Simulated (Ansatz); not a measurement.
**CuPF₄: how energies converge with the basis set**

The task here is to estimate one member of a computed series from the others.

The runs use Ansatz 0.2.0, Gaussian basis; one geometry, several basis sets.

Levels to be run: PBE0-D4/def2-SVP; ωB97M-V/def2-SVP; PBE0-D4/def2-QZVPP; ωB97M-V/def2-QZVPP; the functionals' def2-TZVPP values are taken from earlier runs.

### The geometry

The geometry comes from an earlier relaxation with PBE0-D4 in a triple-zeta def2 set; it is a stationary point.

SMILES `[F][Cu-][P+](F)(F)F`, 6 atoms, charge 0, spin multiplicity 1.

Atoms are counted from 1 here; the program's logs count them from 0.

Bond lengths: F1–Cu2 1.754 Å, Cu2–P3 2.090 Å, P3–F4 1.546 Å, P3–F5 1.546 Å, P3–F6 1.546 Å. Angles: F1–Cu2–P3 180.0°, Cu2–P3–F4 118.0°, Cu2–P3–F5 118.0°, Cu2–P3–F6 118.1°, F4–P3–F5 99.7°, F4–P3–F6 99.7°, F5–P3–F6 99.7°.

As a file:

```xyz
6
CuF4P
F     1.00994   -2.73572    1.36154
Cu    0.45963   -1.24487    0.61989
P    -0.19629    0.53184   -0.26462
F    -1.36592    0.45310   -1.27244
F     0.81696    1.34300   -1.10441
F    -0.72432    1.65265    0.66004
```

Set-up of the first run:

The input, in.yaml:

```yaml
crystal:
  periodic: [false, false, false]
  atoms:
    - {symbol: F, position_ang: [1.009942, -2.735716, 1.361537]}
    - {symbol: Cu, position_ang: [0.459629, -1.244872, 0.619889]}
    - {symbol: P, position_ang: [-0.196295, 0.531841, -0.264620]}
    - {symbol: F, position_ang: [-1.365923, 0.453097, -1.272436]}
    - {symbol: F, position_ang: [0.816961, 1.343004, -1.104415]}
    - {symbol: F, position_ang: [-0.724324, 1.652646, 0.660035]}
basis:
  gaussian: {orbitals: def2-SVP}
hamiltonian: {xc: pbe0, dispersion: d4}
output: {orbitals: {seedname: orbitals}}
```

Launch:

```bash
ansatz run in.yaml --threads 4 --pin off --events-out ev --progress --plain --max-ram 10444MiB
```

Steps of the session up to this table: PBE0-D4 in def2-SVP; ωB97M-V in def2-SVP; PBE0-D4 in def2-QZVPP; ωB97M-V in def2-QZVPP.

One of the session's tables, all rows but one given; the rest of the session is left out.

It belongs to the step «Functionals by basis». 

```
functional       basis  HOMO (eV)
   PBE0-D4    def2-SVP      -7.83
   PBE0-D4  def2-TZVPP      -8.25
   PBE0-D4  def2-QZVPP      -8.25
   ωB97M-V    def2-SVP     -10.28
   ωB97M-V  def2-TZVPP     -10.80
   ωB97M-V  def2-QZVPP          ?
```

Q: Estimate the row for ωB97M-V, def2-QZVPP from the others.

The run gave: HOMO (eV): -10.81. In the column «HOMO (eV)» it is the lowest.
